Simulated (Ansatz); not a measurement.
# BrFH4O2Si2: the cost of one run

All numbers below are computed with Ansatz 0.2.0 (RKS PBE-D4/def2-SVP).

### Step 1. The structure to begin with

Bond lengths: O1–Si2 1.612 Å, Si2–Si3 2.318 Å, Si3–O4 1.672 Å, Si3–F5 1.638 Å, Si3–Br6 2.223 Å, O1–H7 0.958 Å, Si2–H8 1.495 Å, Si2–H9 1.476 Å, O4–H10 0.922 Å. Angles: O1–Si2–Si3 112.0°, O1–Si2–H8 111.0°, O1–Si2–H9 104.9°, Si3–Si2–H8 109.2°, Si3–Si2–H9 109.1°, H8–Si2–H9 110.5°, Si2–O1–H7 120.1°, Si2–Si3–O4 114.6°, Si2–Si3–F5 111.7°, Si2–Si3–Br6 112.7°, O4–Si3–F5 103.1°, O4–Si3–Br6 106.1°, F5–Si3–Br6 107.9°, Si3–O4–H10 121.0°.

Structure file:

```xyz
10

O    -2.2359   -0.2060   -0.2627
Si   -0.8207   -0.6869   -0.8671
Si    0.9638    0.4303    0.1030
O     0.9930    0.3775    1.7742
F     2.3978   -0.2409   -0.3156
Br    1.0316    2.5827   -0.4483
H    -2.4557   -0.3900    0.6517
H    -0.7768   -0.4920   -2.3484
H    -0.7326   -2.1217   -0.5304
H     1.7185    0.6957    2.2465
```

### Step 2. End point A

File input.yaml:

```yaml
crystal:
  periodic: [false, false, false]
  atoms:
    - { symbol: O, position_ang: [-2.2359, -0.206, -0.2627] }
    - { symbol: Si, position_ang: [-0.8207, -0.6869, -0.8671] }
    - { symbol: Si, position_ang: [0.9638, 0.4303, 0.103] }
    - { symbol: O, position_ang: [0.993, 0.3775, 1.7742] }
    - { symbol: F, position_ang: [2.3978, -0.2409, -0.3156] }
    - { symbol: Br, position_ang: [1.0316, 2.5827, -0.4483] }
    - { symbol: H, position_ang: [-2.4557, -0.39, 0.6517] }
    - { symbol: H, position_ang: [-0.7768, -0.492, -2.3484] }
    - { symbol: H, position_ang: [-0.7326, -2.1217, -0.5304] }
    - { symbol: H, position_ang: [1.7185, 0.6957, 2.2465] }
basis:
  gaussian: { orbitals: def2-SVP }
hamiltonian:
  xc: pbe
  dispersion: d4
relax:
  f_tol: 0.015
  max_steps: 40
output:
  orbitals: {}
```

On the command line:

```
$ ansatz run input.yaml --threads 2 --pin off --max-ram 3072MiB --backend cpu --events-out ev --progress --plain --runs-dir out
```

Q: Estimate wall time and peak memory on 2 threads of Arm Neoverse V1, shared host.

About 77 s, with a peak of 0.19 GiB.
